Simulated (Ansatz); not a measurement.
Crystal: CsLiCr2Te2S3.

```
CELL_PARAMETERS angstrom
7.05684 0.00000 0.00000
0.00000 3.98060 0.00000
-2.67333 0.00000 8.68168
ATOMIC_POSITIONS crystal
Cs 0.07739 0.00000 0.37706
Li 0.86424 0.50000 0.78883
Cr 0.12646 0.00000 0.94616
Cr 0.59290 0.50000 0.97165
Te 0.50838 0.00000 0.15270
Te 0.55612 0.00000 0.74893
S 0.87426 0.00000 0.68502
S 0.25176 0.50000 0.84402
S 0.96294 0.50000 0.05357
```

The cell was built by a generator and needn't be a form met in nature.

Program: Ansatz 0.2.0. Alike in all runs: cell as given; smearing fermi-dirac 0.05 eV.

Question: Order these runs on this cell by their band gap on the k mesh, lowest first.
A. level PBE+U; potentials or basis Ansatz PAW; spin collinear, ferromagnetic start; U Cr d U = 4 eV; k mesh 4 × 7 × 3; cutoff (eV) 420; hubbard projectors ortho-atomic (the default); double counting fll (the default); mesh quality not flagged
B. level HSE03; potentials or basis Ansatz PAW; spin collinear, ferromagnetic start; k mesh 2 × 3 × 2; cutoff (eV) 420; mesh quality coarse
C. level r2SCAN; potentials or basis Ansatz PAW; spin non-collinear, ferromagnetic start, SOC; k mesh 3 × 5 × 3; cutoff (eV) 500; points for each segment of the path 10; mesh quality not flagged
D. level PBE+U; potentials or basis Ansatz PAW; spin collinear, ferromagnetic start; U Cr d U = 8 eV; k mesh 4 × 7 × 3; cutoff (eV) 420; hubbard projectors ortho-atomic (the default); double counting fll (the default); mesh quality not flagged
E. level PBE; potentials or basis SPMS NC; spin collinear, ferromagnetic start; k mesh 4 × 7 × 3; cutoff (eV) 871; mesh quality not flagged

Answer: D (metal), A (0.22 eV), E (0.44 eV), C (0.73 eV), B (0.95 eV).

Caveats: some runs use coarse meshes; the magnetic or orbital state may not be the lowest (some runs); odd divisions of the mesh miss points on the zone boundary, where band edges often lie, so the gap on the mesh can be too wide (some runs); spin-orbit coupling is left out, which moves the levels of the heavy elements (some runs); the density of states is complete only up to the lowest level of the last band computed (some runs); the k mesh misses the band edges, so the gap on the mesh is wider than the one along the path (some runs); forces of over 1 eV/Å show positions far from the minimum, so gaps and moduli don't describe the material at rest (some runs).

Not every run made on this cell is shown here.
